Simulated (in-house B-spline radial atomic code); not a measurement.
# Cr²¹⁺: excited configurations in jj coupling

Aim: the energies of several excited configurations of Cr²¹⁺ above a reference configuration, each from its own self-consistent run.

The numbers are computed with in-house B-spline radial atomic code version 1 (Dirac-Hartree-Fock, average of configuration, Fermi nucleus, basis-set limit), except any that are marked as measured or tabulated.

**1. The system**

* element: chromium (Z = 24)
* charge: +21
* electrons: 3
* configuration: 1s2 2s1
* Hamiltonian: Dirac-Coulomb
* nucleus: Fermi, rms radius 3.645 fm

The run's settings:

```ini
Z = 24
electrons = 3.0
configuration = 1s2 2s1
hamiltonian = dirac
method = hf
spin_polarised = False
nucleus = fermi
rms_radius = 3.6452
mass_number = 52
atomic_mass = 51.940504714
speed_of_light = 137.035999084
```

From the earlier run of the reference: total energy -628.699818 hartree. Levels, eight at most:

| orbital | occupation | energy (eV) | <r> (bohr) |
| --- | --- | --- | --- |
| 1s1/2 | 2 | -7364.87 | 0.06291 |
| 2s1/2 | 1 | -1721.81 | 0.2610 |

**2. 1s2 5d-1**

In configurations, a minus sign after the shell means j = l − 1/2 and a plus sign j = l + 1/2; the count of electrons follows.

The run's settings:

```ini
Z = 24
electrons = 3.0
configuration = 1s2 5d-1
hamiltonian = dirac
method = hf
spin_polarised = False
nucleus = fermi
rms_radius = 3.6452
mass_number = 52
atomic_mass = 51.940504714
speed_of_light = 137.035999084
```

**3. Configuration 1s2 4d-1**

Settings: those of step 2 with these lines changed.

```diff
@@ -2,3 +2,3 @@
 electrons = 3.0
-configuration = 1s2 5d-1
+configuration = 1s2 4d-1
 hamiltonian = dirac
```

**4. Configuration 1s2 6s1**

Settings: those of step 3 with these lines changed.

```diff
@@ -2,3 +2,3 @@
 electrons = 3.0
-configuration = 1s2 4d-1
+configuration = 1s2 6s1
 hamiltonian = dirac
```

**5. 1s2 6f-1**

Settings: those of step 4 with these lines changed.

```diff
@@ -2,3 +2,3 @@
 electrons = 3.0
-configuration = 1s2 6s1
+configuration = 1s2 6f-1
 hamiltonian = dirac
```

**6. Run with 1s2 5f+1**

Settings: those of step 5 with these lines changed.

```diff
@@ -2,3 +2,3 @@
 electrons = 3.0
-configuration = 1s2 6f-1
+configuration = 1s2 5f+1
 hamiltonian = dirac
```

How far above the reference does each configuration lie (order and size, in eV)?

As calculated:

| net move | configuration | energy above the reference (eV) | with Breit, QED, recoil (eV) | largest <r> (bohr) |
| --- | --- | --- | --- | --- |
| 2s → 4d3/2 | 1s2 4d-1 | 1309.29 | 1308.51 | 0.952 |
| 2s → 5d3/2 | 1s2 5d-1 | 1457.86 | 1457.07 | 1.56 |
| 2s → 5f7/2 | 1s2 5f+1 | 1458.26 | 1457.47 | 1.43 |
| 2s → 6s | 1s2 6s1 | 1536.07 | 1535.31 | 2.42 |
| 2s → 6f5/2 | 1s2 6f-1 | 1538.72 | 1537.92 | 2.18 |

At the bottom stands 2s → 4d3/2 (1309.29 eV), at the top 2s → 6f5/2 (1538.72 eV). These are averages over configurations, without correlation, not spectroscopic levels.
